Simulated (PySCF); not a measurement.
# trans-Zr(PH3)2Br4: geometry, NMR shifts and electronic excitations

What NMR shifts and electronic excitations should trans-Zr(PH3)2Br4 (`[PH3]->[Zr](<-[PH3])([Br])([Br])([Br])[Br]`) show?

Programs: PySCF 2.14.0, with density-fitted response routines of our own. Each step states its level of theory. These are calculated values for one molecule in the gas phase, unless marked as measured. Atoms are numbered from 0 throughout.

## Step 1: The starting structure

13 atoms, charge 0, multiplicity 1; geometry from: GFN2-xTB. The atoms were then displaced at random by about 0.03 Å, so the start is not that level's minimum.

Bonds of the start (Å): Zr0–P1 2.75, Zr0–P5 2.78, Zr0–Br9 2.51, Zr0–Br10 2.64, Zr0–Br11 2.64, Zr0–Br12 2.45, P1–H2 1.36, P1–H3 1.43, P1–H4 1.37, P5–H6 1.40, P5–H7 1.35, P5–H8 1.35.

## Step 2: Optimising the geometry at PBE0-D3(BJ)/def2-SVP

What the job is given:

```
{"job": {"xc": "PBE0", "basis": "def2-SVP", "d3": "d3bj", "grid": 1, "maxiter": 40, "shake": 0.03, "kind": "geom"}, "charge": 0, "multiplicity": 1}
Zr     0.046460    -0.098390     0.011300
P     -0.124420     0.027570     2.755710
H      0.603910     0.944760     3.448050
H      0.625760    -1.058140     3.309190
H     -1.161700     0.018250     3.653130
P      0.054410    -0.067350    -2.771040
H      1.033860     0.666790    -3.456520
H     -0.968800     0.615790    -3.328460
H      0.025010    -1.092480    -3.648930
Br     2.435860     0.011820     0.761860
Br    -2.585450     0.068600     0.189830
Br     0.133680     2.445680    -0.685120
Br    -0.087960    -2.535020    -0.216810
```

The run is started by

```sh
> OMP_NUM_THREADS=1 python probes_run.py task.json out
```

The driver reads the jobs from task.json and runs them one after another.

Output:

```text
step   0  E = -11027.36397620  max force = 0.032796
step   1  E = -11027.37820643  max force = 0.010504
step   2  E = -11027.37850350  max force = 0.007210
step   3  E = -11027.38037782  max force = 0.004115
step   4  E = -11027.37897840  max force = 0.007485
step   5  E = -11027.38089782  max force = 0.003293
step   6  E = -11027.38105584  max force = 0.003106
step   7  E = -11027.38143838  max force = 0.001363
step   8  E = -11027.38146442  max force = 0.001350
step   9  E = -11027.38147453  max force = 0.001010
step  10  E = -11027.38148021  max force = 0.000727
step  11  E = -11027.38148357  max force = 0.000721
step  12  E = -11027.38148448  max force = 0.000725
step  13  E = -11027.38148474  max force = 0.000726
step  14  E = -11027.38148483  max force = 0.000720
step  15  E = -11027.38148488  max force = 0.000724
step  16  E = -11027.38148490  max force = 0.000722
step  17  E = -11027.38148491  max force = 0.000720
step  18  E = -11027.38148493  max force = 0.000723
step  19  E = -11027.38148495  max force = 0.000722
step  20  E = -11027.38148496  max force = 0.000718
step  21  E = -11027.38148498  max force = 0.000723
step  22  E = -11027.38148499  max force = 0.000720
step  23  E = -11027.38148500  max force = 0.000723
step  24  E = -11027.38148501  max force = 0.000721
step  25  E = -11027.38148502  max force = 0.000717
step  26  E = -11027.38148503  max force = 0.000721
step  27  E = -11027.38148504  max force = 0.000721
step  28  E = -11027.38148504  max force = 0.000718
step  29  E = -11027.38148505  max force = 0.000721
step  30  E = -11027.38148505  max force = 0.000719
step  31  E = -11027.38148506  max force = 0.000716
step  32  E = -11027.38148506  max force = 0.000720
step  33  E = -11027.38148506  max force = 0.000718
step  34  E = -11027.38148506  max force = 0.000714
step  35  E = -11027.38148506  max force = 0.000719
step  36  E = -11027.38148506  max force = 0.000717
step  37  E = -11027.38148506  max force = 0.000713
step  38  E = -11027.38148506  max force = 0.000718
step  39  E = -11027.38148505  max force = 0.000716
step  40  E = -11027.38148505  max force = 0.000712
optimisation not converged
```

It took 1.5 h on 1 thread of Intel Xeon at 2.50GHz, shared host; peak memory 1.9 GiB.

Relaxation path: (not every step is listed) (the energy doesn't fall at every step)

```
step  energy from step 0 (eV)  largest force component (eV/Å)
   0                   0.0000                          1.6864
   1                  -0.3872                          0.5401
   2                  -0.3953                          0.3708
   3                  -0.4463                          0.2116
   4                  -0.4082                          0.3849
   5                  -0.4605                          0.1693
   6                  -0.4648                          0.1597
   7                  -0.4752                          0.0701
   8                  -0.4759                          0.0694
  10                  -0.4763                          0.0374
  12                  -0.4764                          0.0373
  14                  -0.4764                          0.0370
  16                  -0.4764                          0.0371
  18                  -0.4764                          0.0372
  20                  -0.4764                          0.0369
  22                  -0.4764                          0.0370
  24                  -0.4764                          0.0371
  26                  -0.4764                          0.0371
  28                  -0.4764                          0.0369
  30                  -0.4764                          0.0370
  32                  -0.4764                          0.0370
  34                  -0.4764                          0.0367
  35                  -0.4764                          0.0370
  36                  -0.4764                          0.0369
  37                  -0.4764                          0.0367
  38                  -0.4764                          0.0369
  39                  -0.4764                          0.0368
  40                  -0.4764                          0.0366
```

Close pairs (by a distance rule), those that changed most:

```
    bond  before (Å)  after (Å)  change (Å)
Zr0–Br12       2.451      2.549      +0.098
Zr0–Br10       2.643      2.545      -0.098
Zr0–Br11       2.639      2.566      -0.073
   P5–H8       1.350      1.418      +0.068
   P5–H7       1.351      1.416      +0.065
   P1–H2       1.361      1.417      +0.056
 Zr0–Br9       2.507      2.561      +0.054
   P1–H4       1.372      1.418      +0.046
```

The final coordinates are the input of the step that follows.

The optimisation stopped before it met its thresholds, so this geometry is not quite a stationary point, and what follows inherits that.

| at the end point | value |
| --- | --- |
| point group (found at 0.08 Å tolerance) | C1 |
| rotational constants (GHz, main isotopes) | 0.314, 0.308, 0.253 |
| dipole moment (D) | 0.30 |

## Step 3: NMR shieldings: PBE0/def2-TZVP+pcSseg-1

What the job is given:

```
{"job": {"kind": "nmr", "xc": "PBE0", "basis": {"default": "pcSseg-1", "Zr": "def2-TZVP"}}, "charge": 0, "multiplicity": 1}
Zr    -0.008858     0.040535     0.001161
P     -0.112168     0.021888     2.785414
H      0.582074     1.065135     3.446625
H      0.522482    -1.094097     3.382757
H     -1.329081     0.036117     3.512456
P      0.096825    -0.115436    -2.780767
H      1.187712     0.534713    -3.408663
H     -0.971199     0.541432    -3.438337
H      0.099251    -1.346534    -3.484753
Br     2.440044     0.053726     0.750962
Br    -2.531793     0.231398     0.279852
Br     0.121679     2.476176    -0.794794
Br    -0.066347    -2.497173    -0.229723
```

Method: GIAO PBE0/pcSseg-1 Zr:def2-TZVP NMR shielding, scalar relativity only through core potentials, gas phase.

Output:

```text
coarse grid: 65192 points
cycle   1  E = -11025.4395278736  dE = -7.773e+00  |g| = 3.443e+00  |ddm| = 5.945e+00
cycle   2  E = -11023.5831444015  dE =  1.856e+00  |g| = 3.769e+00  |ddm| = 8.423e+00
cycle   3  E = -11027.6339109019  dE = -4.051e+00  |g| = 4.978e-01  |ddm| = 7.285e+00
cycle   4  E = -11027.6864659763  dE = -5.256e-02  |g| = 2.584e-01  |ddm| = 9.005e-01
cycle   5  E = -11027.7046296653  dE = -1.816e-02  |g| = 3.890e-02  |ddm| = 3.877e-01
cycle   6  E = -11027.7048262199  dE = -1.966e-04  |g| = 1.577e-02  |ddm| = 5.014e-02
cycle   7  E = -11027.7048882701  dE = -6.205e-05  |g| = 4.033e-03  |ddm| = 1.868e-02
cycle   8  E = -11027.7048916288  dE = -3.359e-06  |g| = 1.656e-03  |ddm| = 7.323e-03
final grid: 122784 points
cycle   9  E = -11027.7047174876  dE =  4.160e-07  |g| = 2.315e-03  |ddm| = 4.993e-03
cycle  10  E = -11027.7047160697  dE =  1.418e-06  |g| = 3.396e-03  |ddm| = 6.848e-03
cycle  11  E = -11027.7047186204  dE = -2.551e-06  |g| = 4.195e-04  |ddm| = 4.142e-03
cycle  12  E = -11027.7047186695  dE = -4.903e-08  |g| = 4.804e-05  |ddm| = 4.724e-04
cycle  13  E = -11027.7047186701  dE = -6.530e-10  |g| = 8.996e-06  |ddm| = 5.746e-05
converged SCF energy = -11027.7047186701

GIAO shielding tensors (ppm)
atom      isotropic    diamagn.    paramagn.     s11        s22        s33       span
  0 Zr         nan         nan         nan        nan        nan        nan        nan
  1 P      496.630     966.654    -470.024    455.900    499.356    534.633     78.732
  2 H       27.272      27.476      -0.204     23.117     25.520     33.179     10.062
  3 H       27.164      27.552      -0.388     23.472     25.246     32.773      9.301
  4 H       27.323      27.345      -0.022     22.645     25.147     34.177     11.531
  5 P      496.984     966.647    -469.663    453.877    500.673    536.403     82.525
  6 H       27.222      27.476      -0.254     23.063     25.510     33.092     10.029
  7 H       27.167      27.516      -0.349     23.318     25.339     32.843      9.525
  8 H       27.380      27.336       0.044     22.737     25.169     34.234     11.497
  9 Br    1580.712    3125.985   -1545.273   1175.401   1279.999   2286.737   1111.336
 10 Br    1486.743    3125.290   -1638.547   1022.317   1179.692   2258.220   1235.903
 11 Br    1566.283    3125.992   -1559.709   1180.985   1263.599   2254.265   1073.281
 12 Br    1522.904    3125.209   -1602.305   1110.681   1165.351   2292.679   1181.998
```

Run time: 4.9 min. Hardware: 1 thread of Intel Xeon at 2.50GHz, shared host; peak memory 1.8 GiB.

The references, computed at this level on geometries of the same kind, shield at (ppm): 1H TMS 31.27, 31P H3PO4 310.1, 79Br HBr 2584. Their shielding less the atom's gives the shift. The references are single molecules in the gas phase, so shifts against H2O, NH3, PH3, H3PO4 or CFCl3 are not on the usual liquid scales and can be off by tens of ppm. Atoms listed in one row are averaged.

```csv
atoms,environment,σ (ppm),δ (ppm)
"H2, H3, H4, H6, H7, H8",hydrogen on a phosphorus bonded to Zr,27.25,4.01
"P1, P5","phosphorus bonded to Zr, 3 H",496.8,-186.7
"Br9, Br10, Br11, Br12",bromine bonded to Zr,1539,1045
```

Atoms past Kr carry core potentials, so their printed shieldings have no meaning and are left out of the table.

The run also stored atomic charges by several schemes (e):

| atoms | Mulliken | ESP fit |
| --- | --- | --- |
| Zr0 | 0.71 | 0.23 |
| P1, P5 | -0.05 | 0.16 |
| Br9, Br10, Br11, Br12 | -0.33 | -0.22 |

Mayer bond orders: Zr0–P1 0.54, Zr0–P5 0.53, Zr0–Br9 1.02, Zr0–Br10 1.09, Zr0–Br11 1.01, Zr0–Br12 1.09.

With diffuse functions Mulliken charges and Mayer bond orders lose their meaning; the other schemes are steadier.

The fields below are evaluated on a grid from the run's orbitals.

Frontier orbitals at PBE0/def2-TZVP+pcSseg-1, with the share of their density that lies nearest to each atom:

| orbital | energy (eV) | lies on |
| --- | --- | --- |
| HOMO | -7.53 | Br10, Br11 about 29 % each; Br9, Br12 about 21 % each |
| LUMO | -2.76 | Zr0 61 %; Br9, Br10 about 8 % each |

ELF in a plane through or near 4 of the atoms.

Ten even steps from '0' (0.00) to '9' (1.00):
```
0000000000000000000000000000
0000000000011000000000000000
0000000001344320000000000000
0000000014677642000000000000
0000000025788753000000000000
0000000015787752000000000000
0000021002677741000000000000
0000267521143210035444200000
0000268656312672178435410000
0000142528827458297571410000
0000141767927667287461410000
0001488448611451057789940000
0001799964123321013799971000
0001799710157775200499970000
0000287100378776300079920000
0000000001578886410000000000
0000000001467775310000000000
0000000000124432100000000000
0000000000001110000000000000
0000000000000000000000000000
```
The map spans 12.3 Å across and 9.8 Å up, centred on the molecule. Atoms in the plane (x, y in Å): Zr0 (0.0, 0.0), P1 (2.8, 0.0), H3 (3.4, -1.2), P5 (-2.8, -0.1).

On the surface of density 0.002 e/bohr³ the electrostatic potential runs, from the 1st to the 99th percentile, from -0.89 V near Br11 to 1.44 V near H8.

## Step 4: TDDFT and polarisability: CAM-B3LYP/def2-SVPD

The job, as its differences from that of step 3:

```diff
@@ -1,2 +1,2 @@
-{"job": {"kind": "nmr", "xc": "PBE0", "basis": {"default": "pcSseg-1", "Zr": "def2-TZVP"}}, "charge": 0, "multiplicity": 1}
+{"job": {"kind": "uv", "xc": "CAM-B3LYP", "basis": "def2-SVPD", "ip": true, "nstates": 10}, "charge": 0, "multiplicity": 1}
 Zr    -0.008858     0.040535     0.001161
```

With the program's defaults for keys left out, this is: TDDFT CAM-B3LYP/def2-SVPD, vertical, gas phase, core orbitals frozen in the response.

Output:

```text
coarse grid: 65192 points
cycle   1  E = -11028.5390430553  dE = -9.554e+00  |g| = 1.673e+00  |ddm| = 6.021e+00
cycle   2  E = -11028.1115258821  dE =  4.275e-01  |g| = 1.854e+00  |ddm| = 4.494e+00
cycle   3  E = -11029.2799002659  dE = -1.168e+00  |g| = 1.958e-01  |ddm| = 2.767e+00
cycle   4  E = -11029.2908020580  dE = -1.090e-02  |g| = 6.401e-02  |ddm| = 4.522e-01
cycle   5  E = -11029.2919635224  dE = -1.161e-03  |g| = 1.452e-02  |ddm| = 1.443e-01
cycle   6  E = -11029.2920303501  dE = -6.683e-05  |g| = 4.327e-03  |ddm| = 2.599e-02
cycle   7  E = -11029.2920394387  dE = -9.089e-06  |g| = 1.265e-03  |ddm| = 1.053e-02
final grid: 122784 points
cycle   8  E = -11029.2918037883  dE = -5.213e-07  |g| = 1.178e-03  |ddm| = 4.591e-03
cycle   9  E = -11029.2918037915  dE = -3.227e-09  |g| = 1.242e-03  |ddm| = 3.029e-03
cycle  10  E = -11029.2918040736  dE = -2.821e-07  |g| = 2.129e-04  |ddm| = 1.655e-03
cycle  11  E = -11029.2918040879  dE = -1.431e-08  |g| = 7.804e-05  |ddm| = 3.616e-04
cycle  12  E = -11029.2918040921  dE = -4.220e-09  |g| = 2.423e-05  |ddm| = 2.474e-04
cycle  13  E = -11029.2918040923  dE = -2.146e-10  |g| = 4.041e-06  |ddm| = 4.924e-05
converged SCF energy = -11029.2918040923

Static polarisability (au): isotropic 193.136, principal 189.115 192.255 198.038

Singlet excitations
state   eV       nm        f      main configurations
  1   3.8607    321.1   0.00120   H->L 0.93
  2   3.8637    320.9   0.00108   H->L+1 0.93
  3   4.1662    297.6   0.00032   H-2->L+1 0.51, H-3->L 0.35
  4   4.1891    296.0   0.00202   H-2->L 0.49, H-3->L+1 0.24, H-1->L 0.16
  5   4.2126    294.3   0.00926   H-1->L 0.53, H-1->L+1 0.14, H-4->L+1 0.09
  6   4.2199    293.8   0.00738   H-1->L+1 0.50, H-2->L+1 0.18, H-3->L 0.09
  7   4.2369    292.6   0.00202   H-3->L 0.46, H-2->L+1 0.19
  8   4.2883    289.1   0.00371   H-3->L+1 0.59, H-2->L 0.26
  9   4.4155    280.8   0.02002   H-4->L+1 0.52, H-2->L+2 0.24, H->L+2 0.08
 10   4.4283    280.0   0.02624   H-4->L 0.58, H-3->L+2 0.24, H-1->L+1 0.09

Triplet excitations (Tamm-Dancoff, eV): 3.7542 3.7590 3.9045 3.9082
Vertical ionisation energy (delta-SCF) = 9.4291 eV
Vertical electron affinity (delta-SCF) = 1.6507 eV
```

It took 38 min on 1 thread of Intel Xeon at 2.50GHz, shared host; peak memory 1.9 GiB.

Frontier orbitals and where they lie:

```csv
orbital,eV,atoms
HOMO−3,-9.18,"Br11 31 %, Br10 26 %, Br9 20 %"
HOMO−2,-9.16,"Br12 30 %, Br9 28 %, Br11 19 %"
HOMO−1,-9.08,"Br12 21 %, Br10 20 %, Br11 15 %"
HOMO,-8.76,"Br11 29 %, Br10 28 %, Br9 21 %"
LUMO,-1.78,"Zr0 62 %, Br9 8 %, Br10 8 %"
LUMO+1,-1.77,"Zr0 62 %, Br11 8 %, Br12 8 %"
LUMO+2,-1.23,"Zr0 70 %, Br12 8 %, Br10 8 %"
```

With each of the 10 states as a Gaussian band of 0.4 eV half-width at 1/e, the curve within the window shown has maxima at 285 nm (ε 2,700) L/(mol cm). Beyond the last state computed it falls off for lack of states. The curve at chosen wavelengths:

nm, ε (L/mol/cm) and a bar:
```
      262       1255 ##############
      267       1742 ###################
      271       2110 #######################
      276       2479 ###########################
      281       2693 ##############################
      286       2730 ##############################
      290       2639 #############################
      295       2409 ##########################
      300       2095 #######################
      304       1817 ####################
      309       1471 ################
      314       1154 #############
      319        881 ##########
      323        699 ########
      328        515 ######
      333        373 ####
      338        268 ###
      342        204 ##
      347        144 #
      352        102 #
      356         77 #
      361         53 
      366         37 
      371         26 
      375         19 
      380         13
```

Leading natural transition orbitals of singlet state 10: the hole lies on Br9 27 %; Br10, Br11, Br12 about 20 % each; the particle on Zr0 66 %; Br9, Br10 about 6 % each.

Leading natural transition orbitals of singlet state 1: the hole lies on Br10, Br11 about 28 % each; Br9, Br12 about 21 % each; the particle on Zr0 66 %; 4 Br atoms about 6 % each.

Ground-state properties from the same run:

| property | computed |
| --- | --- |
| dipole moment (D) | 0.31 |
| polarisability (Å³) | 28.62 |
| HOMO–LUMO gap (eV) | 6.99 |
| −ε(HOMO) (eV) | 8.76 |

## Step 5: NMR shieldings: wB97X-D/def2-TZVP+pcSseg-1

The job, as its differences from that of step 4:

```diff
@@ -1,2 +1,2 @@
-{"job": {"kind": "uv", "xc": "CAM-B3LYP", "basis": "def2-SVPD", "ip": true, "nstates": 10}, "charge": 0, "multiplicity": 1}
+{"job": {"kind": "nmr", "xc": "wB97X-D", "basis": {"default": "pcSseg-1", "Zr": "def2-TZVP"}, "pop": false}, "charge": 0, "multiplicity": 1}
 Zr    -0.008858     0.040535     0.001161
```

Level: GIAO wB97X-D/pcSseg-1 Zr:def2-TZVP NMR shielding, scalar relativity only through core potentials, gas phase.

Output:

```text
coarse grid: 65192 points
cycle   1  E = -11028.8328982787  dE = -9.600e+00  |g| = 2.000e+00  |ddm| = 5.541e+00
cycle   2  E = -11028.7094487728  dE =  1.234e-01  |g| = 1.655e+00  |ddm| = 3.334e+00
cycle   3  E = -11029.3944034456  dE = -6.850e-01  |g| = 3.877e-01  |ddm| = 2.337e+00
cycle   4  E = -11029.4355880047  dE = -4.118e-02  |g| = 7.631e-02  |ddm| = 4.636e-01
cycle   5  E = -11029.4372724769  dE = -1.684e-03  |g| = 1.254e-02  |ddm| = 1.170e-01
cycle   6  E = -11029.4373198978  dE = -4.742e-05  |g| = 4.765e-03  |ddm| = 1.989e-02
cycle   7  E = -11029.4373315166  dE = -1.162e-05  |g| = 1.715e-03  |ddm| = 1.160e-02
cycle   8  E = -11029.4373329712  dE = -1.455e-06  |g| = 5.192e-04  |ddm| = 3.745e-03
final grid: 122784 points
cycle   9  E = -11029.4393098906  dE = -1.650e-04  |g| = 2.925e-03  |ddm| = 7.553e-02
cycle  10  E = -11029.4393116297  dE = -1.739e-06  |g| = 1.447e-03  |ddm| = 7.930e-03
cycle  11  E = -11029.4393118815  dE = -2.518e-07  |g| = 1.292e-03  |ddm| = 2.498e-03
cycle  12  E = -11029.4393123495  dE = -4.680e-07  |g| = 1.812e-04  |ddm| = 1.772e-03
cycle  13  E = -11029.4393123590  dE = -9.471e-09  |g| = 7.597e-05  |ddm| = 3.553e-04
cycle  14  E = -11029.4393123612  dE = -2.234e-09  |g| = 2.329e-05  |ddm| = 1.722e-04
cycle  15  E = -11029.4393123617  dE = -5.130e-10  |g| = 6.921e-06  |ddm| = 8.300e-05
converged SCF energy = -11029.4393123617

GIAO shielding tensors (ppm)
atom      isotropic    diamagn.    paramagn.     s11        s22        s33       span
  0 Zr         nan         nan         nan        nan        nan        nan        nan
  1 P      494.803     966.697    -471.894    453.597    497.600    533.211     79.614
  2 H       27.401      27.524      -0.124     23.232     25.642     33.328     10.096
  3 H       27.292      27.622      -0.330     23.588     25.372     32.918      9.330
  4 H       27.487      27.399       0.088     22.716     25.363     34.382     11.665
  5 P      495.168     966.693    -471.525    451.707    498.713    535.086     83.379
  6 H       27.354      27.534      -0.180     23.185     25.631     33.247     10.062
  7 H       27.293      27.583      -0.289     23.438     25.458     32.984      9.546
  8 H       27.539      27.397       0.143     22.794     25.389     34.436     11.643
  9 Br    1670.629    3126.765   -1456.135   1271.879   1379.324   2360.685   1088.806
 10 Br    1587.365    3126.102   -1538.737   1140.357   1282.531   2339.208   1198.850
 11 Br    1655.509    3126.781   -1471.272   1280.854   1357.666   2328.007   1047.154
 12 Br    1625.314    3126.028   -1500.715   1217.381   1283.965   2374.595   1157.214
```

It took 5.9 min on 1 thread of Intel Xeon at 2.50GHz, shared host; peak memory 1.9 GiB.

This run: δ P1 -187.8, Br9 941, H2 3.99 ppm (means over like atoms).

## Step 6: Side by side: NMR shifts

Shifts (ppm), means over like atoms, with basis size and wall time:

| run | H2 | P1 | Br9 | functions | time |
| --- | --- | --- | --- | --- | --- |
| PBE0/def2-TZVP+pcSseg-1 | 4.01 | -186.7 | 1045 | 282 | 4.9 min |
| wB97X-D/def2-TZVP+pcSseg-1 | 3.99 | -187.8 | 941 | 282 | 5.9 min |

## Step 7: Outcome

| quantity | value |
| --- | --- |
| point group | C1 |
| rotational constants (main isotopes) | 0.31, 0.31, 0.25 GHz |
| 1H shifts against TMS (PBE0/def2-TZVP+pcSseg-1, means over atoms taken as alike) | 4.01 ppm |
| 31P shifts against H3PO4 (PBE0/def2-TZVP+pcSseg-1, means over atoms taken as alike) | -186.7 ppm |
| 79Br shifts against HBr (PBE0/def2-TZVP+pcSseg-1, means over atoms taken as alike) | 1045 ppm |
| surface potential, 1st and 99th percentile | -0.89 V and 1.44 V |
| lowest singlet (CAM-B3LYP/def2-SVPD) | 3.86 eV (321 nm), f = 0.001 |
| brightest single state of those computed | state 10, 4.43 eV, f = 0.026 |
| lowest triplet | 3.75 eV |
| vertical ionisation energy (ΔSCF) | 9.43 eV |
| vertical electron affinity (ΔSCF) | 1.65 eV |
| range of the shift of Br9 | 941 to 1045 ppm |

The start was shaken at random, so part of the energy gained undoes that. The optimisation took 40 steps and gained 0.476 eV; among the close pairs (by a distance rule), Zr0–Br12 changed most, from 2.451 to 2.549 Å. At PBE0/def2-TZVP+pcSseg-1: Shielding is most anisotropic at Br9, Br10, Br11, Br12 (span 1151 ppm, paramagnetic term -1586 ppm). At PBE0/def2-TZVP+pcSseg-1, counted by nearest atom on the grid, the HOMO lies on Br10, Br11 about 29 % each; Br9, Br12 about 21 % each, the LUMO on Zr0 61 %; Br9, Br10 about 8 % each. The lowest singlet, at 3.86 eV, is HOMO→LUMO 0.93 and is weak; of the 10 states computed, the strongest absorption comes from states 9 to 10 together at 4.43 eV (the last computed, so partners may be missing). The lowest triplet lies 0.11 eV below the lowest singlet (triplets in Tamm-Dancoff, singlets in full TDDFT). ΔSCF puts the ionisation energy at 9.43 eV, 0.67 eV above −ε(HOMO). In ppm, Br9 (with its like atoms) moves most: its shift spreads over 104 ppm, from 941 (wB97X-D/def2-TZVP+pcSseg-1) to 1045 (PBE0/def2-TZVP+pcSseg-1). Spin-orbit coupling is left out, which matters for shieldings and couplings at and beside the heavy atoms.
